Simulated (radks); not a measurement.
# Cr in [Ar] 3d5 4f1: an all-electron calculation

One table from this session's results is given with a row withheld; the runs are named, their logs left out.

The numbers are computed with radks (a radial shooting solver on a logarithmic mesh, Libxc functionals) version 1 (Dirac Kohn-Sham, Wu-Cohen GGA, spin-unpolarised, spherical densities, finite nucleus; open shells fill j = l - 1/2 first), except any that are marked as measured or tabulated.

## What is computed

```
element            : chromium (Z = 24)
charge             : 0
electrons          : 24
configuration      : [Ar] 3d5 4f1
nuclear rms radius : 3.6452 fm
```

Set-up of the first run:

Input:

```text
Z 24
configuration [Ar] 3d5 4f1
relativity Dirac
functional wc,pbe
spin unpolarised
j_filling energy
nucleus finite rms 3.6452 fm
c 137.035999084
```

The run is started by

```console
$ python run_ks.py task.json out
```

This one command runs every case of the session in turn.

One table of the session follows, with a row left open; its other results are not shown here.

It belongs to the step «Shells». Sizes of the orbitals, from the radial functions (bohr):

```
level      <r>  outermost maximum (interpolated)  90 % within  nodes
1s1/2  0.06358                            0.0416        0.114      0
2s1/2   0.2931                             0.244        0.455      1
2p1/2   0.2580                             0.196        0.424      0
2p3/2   0.2608                             0.198        0.428      0
3s1/2   0.9040                             0.777         1.36      2
3p1/2        ?                                 ?            ?      ?
3p3/2   0.9718                             0.801         1.51      1
3d3/2    1.408                             0.839         2.52      0
3d5/2    1.415                             0.842         2.54      0
4f5/2    17.52                              17.3         24.0      0
4f7/2    17.52                              17.3         24.0      0
```

Q: Estimate the row for 3p1/2 from the others.

As computed: <r>: 0.9626; outermost maximum (interpolated): 0.794; 90 % within: 1.49; nodes: 1. In the column «<r>» it lies between 3s1/2 (0.9040) and 3p3/2 (0.9718).
